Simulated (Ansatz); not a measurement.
# C2H6BFSSi: a ladder of functionals and wavefunction methods

One table from this session's results is given with a row withheld; the runs are named, their logs left out.

The runs use Ansatz 0.2.0, Gaussian basis; functionals in def2-TZVPP, the program's frozen cores in correlated methods.

The runs, in order: PBE-D4, r2SCAN-D4, PBE0-D4, B3LYP-D4, ωB97X-V, ωB97M-V, B2PLYP; CCSD(T)/def2-TZVPP; MP2/def2-QZVPP; extrapolation to the limit.

**Structure used throughout**

All runs share one geometry, relaxed beforehand with PBE0-D4 in a triple-zeta def2 set.

SMILES `C=CB(S)[SiH2]F`, 12 atoms, charge 0, spin multiplicity 1.

Atoms are counted from 1 here; the program's logs count them from 0.

Bond lengths: C1–C2 1.335 Å, C1–H7 1.087 Å, C1–H8 1.086 Å, C2–B3 1.545 Å, C2–H9 1.089 Å, B3–S4 1.776 Å, B3–Si5 2.019 Å, S4–H10 1.348 Å, Si5–F6 1.611 Å, Si5–H11 1.489 Å, Si5–H12 1.487 Å. Angles: C2–C1–H7 121.8°, C2–C1–H8 122.1°, H7–C1–H8 116.1°, C1–C2–B3 124.3°, C1–C2–H9 117.4°, B3–C2–H9 118.0°, C2–B3–S4 123.7°, C2–B3–Si5 120.1°, S4–B3–Si5 116.1°, B3–S4–H10 99.3°, B3–Si5–F6 108.8°, B3–Si5–H11 110.9°, B3–Si5–H12 114.1°, F6–Si5–H11 107.3°, F6–Si5–H12 107.2°, H11–Si5–H12 108.3°.

Set-up of the first run:

in.yaml reads:

```yaml
crystal:
  periodic: [false, false, false]
  atoms:
    - {symbol: C, position_ang: [-2.141684, 0.253903, 0.213908]}
    - {symbol: C, position_ang: [-0.911201, 0.625943, -0.146325]}
    - {symbol: B, position_ang: [0.283875, -0.343055, -0.287947]}
    - {symbol: S, position_ang: [0.144126, -1.994582, -0.925980]}
    - {symbol: Si, position_ang: [2.121093, 0.216198, 0.335812]}
    - {symbol: F, position_ang: [2.207496, 1.824815, 0.317002]}
    - {symbol: H, position_ang: [-2.397182, -0.788367, 0.385501]}
    - {symbol: H, position_ang: [-2.935202, 0.974198, 0.386867]}
    - {symbol: H, position_ang: [-0.718749, 1.693896, -0.242944]}
    - {symbol: H, position_ang: [-1.170073, -2.001353, -1.226665]}
    - {symbol: H, position_ang: [2.363309, -0.223531, 1.737633]}
    - {symbol: H, position_ang: [3.231291, -0.293264, -0.512964]}
basis:
  gaussian: {orbitals: def2-TZVPP}
hamiltonian: {xc: pbe, dispersion: d4}
output: {forces: true, orbitals: {seedname: orbitals}}
```

On the command line:

```console
ansatz run in.yaml --threads 4 --pin off --events-out ev --progress --plain --max-ram 10444MiB
```

Among the steps run: PBE-D4 (GGA); r2SCAN-D4 (meta-GGA); PBE0-D4 (hybrid); B3LYP-D4 (hybrid); ωB97X-V (range-separated); ωB97M-V (range-separated); B2PLYP (double hybrid); CCSD(T) in def2-TZVPP; MP2 in def2-QZVPP.

One table of the session follows, with a row left open; its other results are not shown here.

It belongs to the step «Atomisation energies». 

```
            method  atomisation energy (kJ/mol)
            PBE-D4                       4663.2
         r2SCAN-D4                            ?
           PBE0-D4                       4590.1
          B3LYP-D4                       4575.5
           ωB97X-V                       4586.9
           ωB97M-V                       4589.2
            B2PLYP                       4526.0
     HF/def2-TZVPP                       3436.8
    MP2/def2-TZVPP                       4536.1
   CCSD/def2-TZVPP                       4382.3
CCSD(T)/def2-TZVPP                       4452.8
           MP2/CBS                       4651.1
       CCSD(T)/CBS                       4567.8
```

Q: Estimate the row for r2SCAN-D4 from the others.

**Answer.** atomisation energy (kJ/mol): 4603.0. In the column «atomisation energy (kJ/mol)» it lies between PBE0-D4 (4590.1) and MP2/CBS (4651.1).
